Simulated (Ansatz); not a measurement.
# C₂H₈BFSi: up Jacob's ladder to CCSD(T)

Aim: compute C₂H₈BFSi with functionals from several rungs and with coupled cluster, and see how far each lands from CCSD(T) at the basis-set limit for the atomisation energy.

Computed with Ansatz 0.2.0, Gaussian basis. Level: functionals in def2-TZVPP, the program's frozen cores in correlated methods.

Levels to be run: PBE-D4, r2SCAN-D4, PBE0-D4, B3LYP-D4, ωB97X-V, ωB97M-V, B2PLYP; CCSD(T)/def2-TZVPP; MP2/def2-QZVPP; extrapolation to the limit.

### Step 1. The geometry

All runs share one geometry, relaxed beforehand with PBE0-D4 in a triple-zeta def2 set.

13 atoms, charge 0, spin multiplicity 1.

Atoms are counted from 1 here; the program's logs count them from 0.

Bond lengths: B1–C2 1.533 Å, B1–H6 1.198 Å, B1–H7 1.199 Å, C2–Si3 1.878 Å, C2–H8 1.096 Å, C2–H9 1.095 Å, Si3–C4 1.852 Å, Si3–F5 1.606 Å, Si3–H10 1.485 Å, C4–H11 1.093 Å, C4–H12 1.094 Å, C4–H13 1.092 Å. Angles: C2–B1–H6 120.9°, C2–B1–H7 120.7°, H6–B1–H7 118.3°, B1–C2–Si3 110.5°, B1–C2–H8 114.0°, B1–C2–H9 114.0°, Si3–C2–H8 103.5°, Si3–C2–H9 103.4°, H8–C2–H9 110.3°, C2–Si3–C4 112.7°, C2–Si3–F5 106.7°, C2–Si3–H10 110.5°, C4–Si3–F5 108.6°, C4–Si3–H10 111.4°, F5–Si3–H10 106.5°, Si3–C4–H11 111.2°, Si3–C4–H12 110.1°, Si3–C4–H13 111.1° and more.

### Step 2. PBE-D4 (GGA)

Input file in.yaml:

```yaml
crystal:
  periodic: [false, false, false]
  atoms:
    - {symbol: B, position_ang: [-1.770862, -0.378394, -0.706037]}
    - {symbol: C, position_ang: [-0.392889, -0.047555, -1.291128]}
    - {symbol: Si, position_ang: [0.706776, 0.732622, 0.016502]}
    - {symbol: C, position_ang: [0.973503, -0.372729, 1.478929]}
    - {symbol: F, position_ang: [2.126273, 1.010453, -0.681397]}
    - {symbol: H, position_ang: [-2.647877, 0.437773, -0.698894]}
    - {symbol: H, position_ang: [-1.976931, -1.439007, -0.187169]}
    - {symbol: H, position_ang: [0.176984, -0.925719, -1.614798]}
    - {symbol: H, position_ang: [-0.414981, 0.705966, -2.085895]}
    - {symbol: H, position_ang: [0.170969, 2.055086, 0.426219]}
    - {symbol: H, position_ang: [1.350900, -1.350733, 1.170438]}
    - {symbol: H, position_ang: [0.029959, -0.528963, 2.010201]}
    - {symbol: H, position_ang: [1.688475, 0.066703, 2.178028]}
basis:
  gaussian: {orbitals: def2-TZVPP}
hamiltonian: {xc: pbe, dispersion: d4}
output: {forces: true, orbitals: {seedname: orbitals}}
```

Run with:

```console
> ansatz run in.yaml --threads 4 --pin off --events-out ev --progress --plain --max-ram 10444MiB
```

The runs that follow: r2SCAN-D4 (meta-GGA); PBE0-D4 (hybrid); B3LYP-D4 (hybrid); ωB97X-V (range-separated); ωB97M-V (range-separated); B2PLYP (double hybrid); CCSD(T) in def2-TZVPP; MP2 in def2-QZVPP.

Before running them: what should the planned runs give, taken together? Wanted: atomisation energy, CCSD(T)/CBS; farthest; mean size of error, hybrid; mean size of error, range-separated; gap, smallest and largest; T1 diagnostic; triples share of the correlation energy.

As calculated:

```
                               quantity                                           value
        atomisation energy, CCSD(T)/CBS                                       50.655 eV
    functionals within 0.253 eV (0.5 %)  r2SCAN-D4, PBE0-D4, B3LYP-D4, ωB97X-V, ωB97M-V
                               farthest                              PBE-D4 (+0.431 eV)
             mean size of error, hybrid                                        0.033 eV
    mean size of error, range-separated                                        0.190 eV
              gap, smallest and largest            5.18 eV (PBE-D4), 12.00 eV (ωB97X-V)
                          T1 diagnostic                                          0.0111
triples share of the correlation energy                                           3.3 %
```

What this shows: PBE-D4 misses by +0.431 eV. Double hybrids carry the basis error of their MP2 part in triple zeta, and no dispersion term here, so their miss is partly the set-up's. Misses under about 0.253 eV are within the doubt on the reference itself, which lacks core-valence correlation, relativity and higher excitations. Hartree-Fock recovers 78 % of the binding; the rest is correlation. The gap grows from 5.2 to 12.0 eV across the functionals, mostly with the share of exact exchange.
